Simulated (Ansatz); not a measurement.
Consider a ladder of basis sets of H3IOSi, SMILES O[SiH2]I (the Ansatz DFT code, driven from Python).

The script, `run_basis.py`:
```python
# -*- coding: utf-8 -*-
import ansatz as az


def main():
    geometry_ang = [
        ("O", [-1.307, -0.1779, -0.0377]),
        ("Si", [0.2122, 0.2914, 0.2587]),
        ("I", [1.5961, -1.1369, -1.136]),
        ("H", [-1.3961, -0.8361, -0.6996]),
        ("H", [0.4231, 1.7073, -0.1227]),
        ("H", [0.5138, 0.0882, 1.6913]),
    ]
    geometry = az.Crystal.molecule()
    for symbol, xyz in geometry_ang:
        geometry = geometry.atom(symbol, xyz)

    setup = geometry.calculation().functional("hf")

    energies = {}
    for basis in ["def2-SVP", "def2-SVPD", "def2-TZVP", "def2-TZVPP"]:
        rep = setup.basis(gaussian=basis).run(threads=1).report
        size = rep["n_frozen"] + rep["n_occupied"][0] + rep["n_virtual"][0]
        energies[basis] = (rep["reference_energy_ev"] / 27.211386246, rep["free_energy_ev"] / 27.211386246)
        print(f"{basis:14s} {size:4d} orbitals  reference {energies[basis][0]:14.6f} Ha  total {energies[basis][1]:14.6f} Ha")

    last = energies["def2-TZVPP"][1]
    for basis, (_, total) in energies.items():
        print(f"{basis:14s} lies {27.211386 * (total - last):9.4f} eV above def2-TZVPP")


if __name__ == "__main__":
    main()
```

How far does the total energy move along this ladder of basis sets?

Against def2-SVP: def2-SVPD -12.5 mHa, def2-TZVP -217.9 mHa and def2-TZVPP -220.1 mHa. The last step alone is -2.21 mHa (these two sets differ little on atoms other than hydrogen). From the first set to the last the time grows from 0.7 to 2.4 s.

What the script printed:

`python run_basis.py` gives:
```text
def2-SVP         73 orbitals  reference    -662.119442 Ha  total    -662.119442 Ha
def2-SVPD       106 orbitals  reference    -662.131938 Ha  total    -662.131938 Ha
def2-TZVP       136 orbitals  reference    -662.337333 Ha  total    -662.337333 Ha
def2-TZVPP      165 orbitals  reference    -662.339541 Ha  total    -662.339541 Ha
def2-SVP       lies    5.9892 eV above def2-TZVPP
def2-SVPD      lies    5.6492 eV above def2-TZVPP
def2-TZVP      lies    0.0601 eV above def2-TZVPP
def2-TZVPP     lies    0.0000 eV above def2-TZVPP
```

Caveats:
- The drop along the ladder measures the basis error, and is no property of the molecule.
- The geometry is a force-field or estimated start, not a minimum of this method, and the last set is no limit. Much of the fall in a total is atomic energy, which cancels in bond and reaction energies.
- def2 sets replace the cores of elements past krypton by effective core potentials.
- It ran for 6 s on 1 thread of Intel(R) Xeon(R) 6975P-C (Granite Rapids), on a shared host, peak memory 0.4 GiB.

(A comment or docstring line of the script was reworded after the run, the code is as it ran; lines on the test bed's own set-up are left out of the output.)
